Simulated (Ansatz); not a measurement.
# CuSn2: the cost of one run

Computed with Ansatz 0.2.0 (DFT PBE, scalar-relativistic, plane waves, PAW, unless a step's input says otherwise).

## 1. The system as given

It takes space group I4/mmm (No. 139, tetragonal). Conventional cell: a = 2.836 Å, b = 2.836 Å, c = 9.847 Å, α = 90.00°, β = 90.00°, γ = 90.00°. Cu (site symmetry 4/mmm) is surrounded by 8 Sn at 2.55 Å and 4 Cu at 2.84 Å. Around Sn (site symmetry 4mm) lie 4 Cu at 2.55 Å and 8 Sn at 2.68 to 2.84 Å.

As a file:

```
Cu Sn
1.0
    -1.41778    1.41778    4.92339
     1.41778   -1.41778    4.92339
     1.41778    1.41778   -4.92339
Cu Sn
1 2
Direct
  0.00000 0.00000 0.00000
  0.34000 0.34000 0.00000
  0.66000 0.66000 0.00000
```

This is a trial structure built by rule; it need not be a known or stable form of this composition.

(A quick probe on a coarse mesh, which set the mesh and smearing, is not shown.)

## 3. A loose first relaxation

Input file input.yaml:

```yaml
crystal:
  lattice:
    - [-1.4177777593, 1.4177777593, 4.9233921992]
    - [1.4177777593, -1.4177777593, 4.9233921992]
    - [1.4177777593, 1.4177777593, -4.9233921992]
  atoms:
    - { symbol: Cu, position: [0.0, 0.0, 0.0] }
    - { symbol: Sn, position: [0.34, 0.34, 0.0] }
    - { symbol: Sn, position: [0.66, 0.66, 0.0] }
basis:
  ecutwfc: 420
kpoints:
  mp_grid: { grid: [10, 10, 10] }
hamiltonian:
  xc: pbe
scf:
  occupations: { method: gaussian, width: 0.1 }
output:
  forces: true
  stress: true
  eigenvalues: true
relax:
  adjacent_minimum: "off"
  f_tol: 0.05
  max_steps: 80
  cell: { stress_tol: 0.5 }
```

**Question.** How long does this run take on 1 thread of an x86-64 CPU, shared host, and how much memory does it need?

About 1.8 min, with a peak of 0.52 GiB.
